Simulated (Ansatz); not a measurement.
# SiN: the cost of one run

Method: DFT PBE, scalar-relativistic, plane waves, PAW, in Ansatz 0.2.0.

## 1. The structure to begin with

Symmetry: Pmna, No. 53, orthorhombic system. Conventional cell: a = 5.569 Å, b = 4.169 Å, c = 2.714 Å, α = 90.00°, β = 90.00°, γ = 90.00°. Around Si (site symmetry 2) lie 2 N at 1.67 Å and 2 Si at 1.67 Å. N (site symmetry m) has 2 Si at 1.67 Å and 1 N at 1.69 Å as nearest neighbours.

As a file:

```cif
data_structure
_symmetry_space_group_name_H-M 'P 1'
_symmetry_Int_Tables_number 1
_cell_length_a 5.5686
_cell_length_b 4.1687
_cell_length_c 2.7137
_cell_angle_alpha 90.000
_cell_angle_beta 90.000
_cell_angle_gamma 90.000
_cell_volume 63.00
loop_
_atom_site_label
_atom_site_type_symbol
_atom_site_fract_x
_atom_site_fract_y
_atom_site_fract_z
_atom_site_occupancy
Si1 Si 0.25000 0.38324 0.25000 1
Si2 Si 0.25000 0.61676 0.75000 1
Si3 Si 0.75000 0.61676 0.75000 1
Si4 Si 0.75000 0.38324 0.25000 1
N1 N 0.00000 0.16972 0.16910 1
N2 N 0.50000 0.83028 0.66910 1
N3 N 0.50000 0.16972 0.33090 1
N4 N 0.00000 0.83028 0.83090 1
```

A structure generator made this guess: 3-, 4-connected net, elements by coordination (Pmna, No. 53). The dimensions are guesses.

## 2. Probe: one point on a coarse mesh

input.yaml

```yaml
crystal:
  lattice:
    - [5.56857499, 0.0, 0.0]
    - [0.0, 4.16874916, 0.0]
    - [0.0, 0.0, 2.71374494]
  atoms:
    - { symbol: Si, position: [0.25, 0.38324034, 0.25] }
    - { symbol: Si, position: [0.25, 0.61675966, 0.75] }
    - { symbol: Si, position: [0.75, 0.61675966, 0.75] }
    - { symbol: Si, position: [0.75, 0.38324034, 0.25] }
    - { symbol: "N", position: [0.0, 0.16972093, 0.16909735] }
    - { symbol: "N", position: [0.5, 0.83027907, 0.66909735] }
    - { symbol: "N", position: [0.5, 0.16972093, 0.33090265] }
    - { symbol: "N", position: [0.0, 0.83027907, 0.83090265] }
basis:
  ecutwfc: 420
kpoints:
  mp_grid: { grid: [4, 4, 6] }
hamiltonian:
  xc: pbe
scf:
  occupations: { method: gaussian, width: 0.1 }
  lower_state_search: "off"
output:
  forces: true
  stress: true
  eigenvalues: true
```

Run with:

```bash
$ ansatz run input.yaml --threads 1 --pin off --max-ram 2560MiB --backend cpu --events-out ev --progress --plain --runs-dir out
```

What time and memory should one allow on 1 thread of AMD EPYC 9R14 (Zen 4), shared host?

About 1.9 s, with a peak of 0.4 GiB.
